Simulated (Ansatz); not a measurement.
# BClF2: the cost of one run

Program: Ansatz 0.2.0. Level of theory: RKS PBE-D4/def2-SVP. These are calculated values, not measurements.

## Step 1: The structure to begin with

Bond lengths: B1–F2 1.320 Å, B1–F3 1.320 Å, B1–Cl4 1.860 Å. Angles: F2–B1–F3 120.0°, F2–B1–Cl4 120.0°, F3–B1–Cl4 120.0°.

As a file:

```xyz
4

B     0.0000    0.0000    0.0000
F     0.0000    0.0000    1.3200
F     1.1431    0.0000   -0.6600
Cl   -1.6108    0.0000   -0.9300
```

## Step 2: Preparing the start

File input.yaml:

```yaml
crystal:
  periodic: [false, false, false]
  atoms:
    - { symbol: B, position_ang: [0.0, 0.0, 0.0] }
    - { symbol: F, position_ang: [0.0, 0.0, 1.32] }
    - { symbol: F, position_ang: [1.1431, 0.0, -0.66] }
    - { symbol: Cl, position_ang: [-1.6108, 0.0, -0.93] }
basis:
  gaussian: { orbitals: def2-SVP }
hamiltonian:
  xc: pbe
  dispersion: d4
relax:
  f_tol: 0.02
  max_steps: 40
```

Run with:

```
> ansatz run input.yaml --threads 1 --pin off --max-ram 2048MiB --backend cpu --events-out ev --progress --plain --runs-dir out
```

**Question.** How long does this run take on 1 thread of Arm Neoverse V2, shared host, and how much memory does it need?

About 5.6 s, with a peak of 0.1 GiB.
